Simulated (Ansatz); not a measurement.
# CH6Sn: the cost of one run

All numbers below are computed with Ansatz 0.2.0 (RKS PBE-D4/def2-SVP).

### 1 Starting point

Bond lengths: Sn1–H2 1.740 Å, Sn1–C3 2.150 Å, C3–H4 1.110 Å, C3–H5 1.110 Å, C3–H6 1.110 Å, Sn1–H7 1.739 Å, Sn1–H8 1.739 Å. Angles: H2–Sn1–C3 109.5°, H2–Sn1–H7 109.5°, H2–Sn1–H8 109.5°, C3–Sn1–H7 109.5°, C3–Sn1–H8 109.5°, H7–Sn1–H8 109.5°, Sn1–C3–H4 109.5°, Sn1–C3–H5 109.5°, Sn1–C3–H6 109.5°, H4–C3–H5 109.4°, H4–C3–H6 109.4°, H5–C3–H6 109.4°.

Coordinates:

```xyz
8

Sn    0.0000    0.0000    0.0000
H     0.0000    0.0000    1.7400
C     2.0274    0.0000   -0.7160
H     2.3751   -1.0463   -0.8441
H     2.0760    0.5276   -1.6913
H     2.6794    0.5187    0.0175
H    -0.8195    1.4198   -0.5794
H    -0.8195   -1.4198   -0.5794
```

### 2 Relaxing the start

input.yaml

```yaml
crystal:
  periodic: [false, false, false]
  atoms:
    - { symbol: Sn, position_ang: [0.0, 0.0, 0.0] }
    - { symbol: H, position_ang: [0.0, 0.0, 1.74] }
    - { symbol: C, position_ang: [2.0274, 0.0, -0.716] }
    - { symbol: H, position_ang: [2.3751, -1.0463, -0.8441] }
    - { symbol: H, position_ang: [2.076, 0.5276, -1.6913] }
    - { symbol: H, position_ang: [2.6794, 0.5187, 0.0175] }
    - { symbol: H, position_ang: [-0.8195, 1.4198, -0.5794] }
    - { symbol: H, position_ang: [-0.8195, -1.4198, -0.5794] }
basis:
  gaussian: { orbitals: def2-SVP }
hamiltonian:
  xc: pbe
  dispersion: d4
relax:
  f_tol: 0.02
  max_steps: 40
```

Command:

```sh
$ ansatz run input.yaml --threads 1 --pin off --max-ram 2048MiB --backend cpu --events-out ev --progress --plain --runs-dir out
```

**Question.** How long does this run take on 1 thread of Arm Neoverse V1, shared host, and how much memory does it need?

About 23 s, with a peak of 0.12 GiB.
